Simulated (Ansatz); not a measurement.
# Triphenylsulfonium tris(triflyl)methide (C₂₂H₁₅F₉O₆S₄): structure and electronic state

Aim: characterise triphenylsulfonium tris(triflyl)methide (C₂₂H₁₅F₉O₆S₄) as a singlet: its structure, frontier levels and distribution of charge.

Program: Ansatz 0.2.0, Gaussian basis. Level of theory: RKS PBE0-D4/def2-SVP. These are calculated values, not measurements.

Levels to be run: relaxation at PBE-D4/def2-SVP; a single point at PBE0-D4/def2-SVP.

## 1. Where the work starts

SMILES `O=S(=O)([C-](S(=O)(=O)C(F)(F)F)S(=O)(=O)C(F)(F)F)C(F)(F)F.c1ccc([S+](c2ccccc2)c2ccccc2)cc1`, 56 atoms, charge 0, spin multiplicity 1.

Atoms are counted from 1 here; the program's logs count them from 0.

Bond lengths: O1–S2 1.425 Å, S2–O3 1.442 Å, S2–C4 1.712 Å, S2–C19 1.921 Å, C4–S5 1.725 Å, C4–S12 1.728 Å, S5–O6 1.447 Å, S5–O7 1.429 Å, S5–C8 1.914 Å, C8–F9 1.323 Å, C8–F10 1.339 Å, C8–F11 1.319 Å, S12–O13 1.428 Å, S12–O14 1.429 Å, S12–C15 1.904 Å, C15–F16 1.331 Å, C15–F17 1.319 Å, C15–F18 1.332 Å and more. Angles: O1–S2–O3 116.0°, O1–S2–C4 107.0°, O1–S2–C19 106.0°, O3–S2–C4 112.5°, O3–S2–C19 103.0°, C4–S2–C19 112.2°, S2–C4–S5 113.9°, S2–C4–S12 106.3°, S5–C4–S12 112.9°, C4–S5–O6 106.7°, C4–S5–O7 112.0°, C4–S5–C8 116.8°, O6–S5–O7 115.0°, O6–S5–C8 103.5°, O7–S5–C8 102.8°, S5–C8–F9 115.7°, S5–C8–F10 104.2°, S5–C8–F11 111.8° and more.

The start is a GFN2-xTB geometry.

## 2. Optimising with PBE-D4/def2-SVP

in.yaml

```yaml
crystal:
  periodic: [false, false, false]
  atoms:
    - {symbol: O, position_ang: [0.727650, -2.595510, -3.155250]}
    - {symbol: S, position_ang: [0.596910, -1.421060, -2.358500]}
    - {symbol: O, position_ang: [0.120460, -1.621480, -1.012030]}
    - {symbol: C, position_ang: [-0.377380, -0.324090, -3.240690]}
    - {symbol: S, position_ang: [-0.446460, 1.256680, -2.554880]}
    - {symbol: O, position_ang: [0.293840, 1.203850, -1.312420]}
    - {symbol: O, position_ang: [-1.789460, 1.732500, -2.439400]}
    - {symbol: C, position_ang: [0.417660, 2.657750, -3.530480]}
    - {symbol: F, position_ang: [1.517550, 2.311350, -4.178810]}
    - {symbol: F, position_ang: [0.770070, 3.543530, -2.589960]}
    - {symbol: F, position_ang: [-0.414820, 3.265730, -4.353660]}
    - {symbol: S, position_ang: [0.229980, -0.328790, -4.858050]}
    - {symbol: O, position_ang: [1.636700, -0.572330, -4.889500]}
    - {symbol: O, position_ang: [-0.285600, 0.822400, -5.529340]}
    - {symbol: C, position_ang: [-0.611700, -1.829210, -5.673230]}
    - {symbol: F, position_ang: [-1.595720, -2.271700, -4.893320]}
    - {symbol: F, position_ang: [0.223760, -2.819890, -5.920630]}
    - {symbol: F, position_ang: [-1.155130, -1.455480, -6.830170]}
    - {symbol: C, position_ang: [2.380420, -0.758140, -2.093330]}
    - {symbol: F, position_ang: [3.278230, -1.545920, -2.655740]}
    - {symbol: F, position_ang: [2.542250, 0.480080, -2.549590]}
    - {symbol: F, position_ang: [2.644910, -0.727310, -0.777910]}
    - {symbol: C, position_ang: [-4.082610, -1.441840, 1.311760]}
    - {symbol: C, position_ang: [-3.693870, -0.559690, 0.316560]}
    - {symbol: C, position_ang: [-2.383280, -0.117830, 0.249130]}
    - {symbol: C, position_ang: [-1.468640, -0.570380, 1.186260]}
    - {symbol: S, position_ang: [0.224840, 0.009930, 0.983080]}
    - {symbol: C, position_ang: [0.125680, 1.614080, 1.798620]}
    - {symbol: C, position_ang: [1.105810, 2.524430, 1.434010]}
    - {symbol: C, position_ang: [1.100620, 3.788860, 1.996750]}
    - {symbol: C, position_ang: [0.116400, 4.137480, 2.908420]}
    - {symbol: C, position_ang: [-0.866530, 3.224640, 3.254950]}
    - {symbol: C, position_ang: [-0.869170, 1.955030, 2.700080]}
    - {symbol: C, position_ang: [1.070530, -0.972030, 2.244900]}
    - {symbol: C, position_ang: [1.441110, -0.479920, 3.484420]}
    - {symbol: C, position_ang: [2.131740, -1.307450, 4.356390]}
    - {symbol: C, position_ang: [2.451130, -2.603330, 3.987540]}
    - {symbol: C, position_ang: [2.084520, -3.081420, 2.738630]}
    - {symbol: C, position_ang: [1.397150, -2.264910, 1.858240]}
    - {symbol: C, position_ang: [-1.844690, -1.447910, 2.189590]}
    - {symbol: C, position_ang: [-3.160490, -1.878590, 2.248020]}
    - {symbol: H, position_ang: [-5.102500, -1.791760, 1.358930]}
    - {symbol: H, position_ang: [-4.403770, -0.213300, -0.417160]}
    - {symbol: H, position_ang: [-2.072690, 0.562700, -0.525660]}
    - {symbol: H, position_ang: [1.845390, 2.235920, 0.705270]}
    - {symbol: H, position_ang: [1.861210, 4.501380, 1.719250]}
    - {symbol: H, position_ang: [0.109060, 5.124730, 3.344680]}
    - {symbol: H, position_ang: [-1.639500, 3.498370, 3.956650]}
    - {symbol: H, position_ang: [-1.637780, 1.245280, 2.965140]}
    - {symbol: H, position_ang: [1.196110, 0.530410, 3.772940]}
    - {symbol: H, position_ang: [2.419910, -0.932210, 5.326010]}
    - {symbol: H, position_ang: [2.989210, -3.239840, 4.673170]}
    - {symbol: H, position_ang: [2.338500, -4.088130, 2.446540]}
    - {symbol: H, position_ang: [1.101140, -2.604350, 0.877990]}
    - {symbol: H, position_ang: [-1.130050, -1.798700, 2.918050]}
    - {symbol: H, position_ang: [-3.458620, -2.562620, 3.027700]}
basis:
  gaussian: {orbitals: def2-SVP, fitting: {mean_field: def2-universal-jkfit}}
hamiltonian: {xc: pbe, dispersion: d4}
scf: {lower_state_search: "off"}
output: {orbitals: {seedname: orbitals}}
relax: {f_tol: 0.03, max_steps: 70}
```

Command:

```
$ ansatz run in.yaml --threads 4 --pin off --events-out ev --progress --plain --max-ram 46080MiB --backend cuda --devices 0, --max-vram 37GiB
```

The runs that follow: Single point, PBE0-D4/def2-SVP.

**Question.** What will the summary of the whole plan be? Wanted: point group; commonest bond, hydrogen aside; HOMO, LUMO at PBE0-D4/def2-SVP; dipole at PBE-D4/def2-SVP.

As calculated:

```
                      quantity                           value
                   point group                              C1
commonest bond, hydrogen aside  C–C, 18 of mean length 1.404 Å
HOMO, LUMO at PBE0-D4/def2-SVP                 -7.36, -2.08 eV
     dipole at PBE-D4/def2-SVP                         14.97 D
```

What this shows: The molecule keeps its bonding pattern by the stored test; the atoms moved 1.21 Å (rms), and the angle S2–C4–S12 went from 106° to 122°. No usable vibrations, so a minimum isn't proven. The HOMO lies nearest to C4 53 %; O7 8 % and the LUMO to C34, C37 about 13 % each; S27 9 %. The point group is read from a loosely relaxed geometry; soft torsions can leave it below the true symmetry.
